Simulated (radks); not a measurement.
# Taking charge from the 2p level of P⁺ in fractions

One table from this session's results is given with a row withheld; the runs are named, their logs left out.

Method: scalar-relativistic Kohn-Sham, PBE, spin-unpolarised, spherical densities, finite nucleus. Code: radks (a radial shooting solver on a logarithmic mesh, Libxc functionals) version 1.

### Starting point

| Quantity | Value |
| --- | --- |
| element | phosphorus (Z = 15) |
| charge | +1 |
| electrons | 14 |
| configuration | [Ne] 3s2 3p2 |
| nuclear rms radius | 3.1889 fm |

The outer shells:

P⁺
```
[Ne] core
3s [↑↓]
3p [↑ ][↑ ][  ]
```

The first run:

Settings of this run:

```text
Z 15
configuration [Ne] 3s2 3p2
relativity scalar-relativistic
functional pbe,pbe
spin unpolarised
nucleus finite rms 3.1889 fm
c 137.035999084
```

Among the steps run: Start: [Ne] 3s2 3p2.

One of the session's tables, all rows but one given; the rest of the session is left out.

It belongs to the step «Start: [Ne] 3s2 3p2». Radial moments (bohr):

```
level     <r>  outermost maximum (interpolated)  90 % within  nodes
   1s  0.1036                            0.0676        0.185      0
   2s       ?                                 ?            ?      ?
   2p  0.4849                             0.354        0.811      0
   3s   1.820                              1.55         2.74      2
   3p   2.137                              1.75         3.30      1
```

**Question.** Estimate the row for 2s.

The run gave: <r>: 0.5195; outermost maximum (interpolated): 0.419; 90 % within: 0.816; nodes: 1. In the column «<r>» it lies between 2p (0.4849) and 3s (1.820).
